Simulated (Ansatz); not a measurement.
# Ca2Nb2O7: the cost of one run

Computed with Ansatz 0.2.0 (DFT, PBE, plane-wave PAW, default files, scalar-relativistic, as far as a step names no other, unless a step's input says otherwise).

### Step 1. The system as given

The structure is cubic, space group Fd-3m (No. 227). Conventional cell: a = 10.583 Å, b = 10.583 Å, c = 10.583 Å, α = 90.00°, β = 90.00°, γ = 90.00°. Ca (site symmetry -3m) has 2 O at 2.29 Å as nearest neighbours. Around Nb (site symmetry -3m) lie 6 O at 2.00 Å. O (site symmetry -43m) has 4 Ca at 2.29 Å as nearest neighbours. O (site symmetry 2mm) is surrounded by 2 Nb at 2.00 Å.

Coordinates:

```cif
data_structure
_symmetry_space_group_name_H-M 'Fd-3m:1'
_symmetry_Int_Tables_number 227
_cell_length_a 10.5834
_cell_length_b 10.5834
_cell_length_c 10.5834
_cell_angle_alpha 90.000
_cell_angle_beta 90.000
_cell_angle_gamma 90.000
_cell_volume 1185.44
loop_
_atom_site_label
_atom_site_type_symbol
_atom_site_symmetry_multiplicity
_atom_site_Wyckoff_symbol
_atom_site_fract_x
_atom_site_fract_y
_atom_site_fract_z
_atom_site_occupancy
Ca1 Ca 16 d 0.37500 0.62500 0.37500 1
Nb1 Nb 16 c 0.37500 0.12500 0.37500 1
O1 O 8 b 0.00000 0.00000 0.50000 1
O2 O 48 f 0.50000 0.00000 0.30740 1
```

### Step 2. Single point at the given positions

The input, input.yaml:

```yaml
crystal:
  lattice:
    - [0.0, 5.291711, 5.291711]
    - [5.291711, 0.0, 5.291711]
    - [5.291711, 5.291711, 0.0]
  atoms:
    - { symbol: Ca, position: [0.125, 0.625, 0.125] }
    - { symbol: Ca, position: [0.125, 0.125, 0.625] }
    - { symbol: Ca, position: [0.625, 0.125, 0.125] }
    - { symbol: Ca, position: [0.125, 0.125, 0.125] }
    - { symbol: Nb, position: [0.625, 0.125, 0.625] }
    - { symbol: Nb, position: [0.625, 0.625, 0.125] }
    - { symbol: Nb, position: [0.125, 0.625, 0.625] }
    - { symbol: Nb, position: [0.625, 0.625, 0.625] }
    - { symbol: O, position: [0.0, 0.0, 0.0] }
    - { symbol: O, position: [0.25, 0.25, 0.25] }
    - { symbol: O, position: [0.307404, 0.307404, 0.692596] }
    - { symbol: O, position: [0.557404, 0.557404, 0.942596] }
    - { symbol: O, position: [0.692596, 0.307404, 0.692596] }
    - { symbol: O, position: [0.692596, 0.307404, 0.307404] }
    - { symbol: O, position: [0.307404, 0.692596, 0.692596] }
    - { symbol: O, position: [0.307404, 0.692596, 0.307404] }
    - { symbol: O, position: [0.692596, 0.692596, 0.307404] }
    - { symbol: O, position: [0.942596, 0.557404, 0.557404] }
    - { symbol: O, position: [0.557404, 0.942596, 0.942596] }
    - { symbol: O, position: [0.942596, 0.942596, 0.557404] }
    - { symbol: O, position: [0.942596, 0.557404, 0.942596] }
    - { symbol: O, position: [0.557404, 0.942596, 0.557404] }
kpoints:
  mp_grid: { grid: [4, 4, 4] }
scf:
  occupations: { method: fermi_dirac, width: 0.02 }
hamiltonian:
  xc: pbe
  pseudopotentials: { kind: paw }
output:
  forces: true
  stress: true
  populations: true
  efg:
    quadrupole_moments_barn: { Ca: -0.0408, Nb: -0.32, O: -0.02558 }
    contact_densities: true
  write_density: true
  write_potential: true
  elf: true
  volumetric_format: npy
```

The run is started by

```console
$ ansatz run input.yaml --threads 1 --pin off --max-ram 2560MiB --backend cpu --events-out ev --progress --plain --runs-dir out
```

Q: Estimate wall time and peak memory on 1 thread of Intel Xeon 6975P-C (Granite Rapids), shared host.

About 20 s, with a peak of 0.78 GiB.
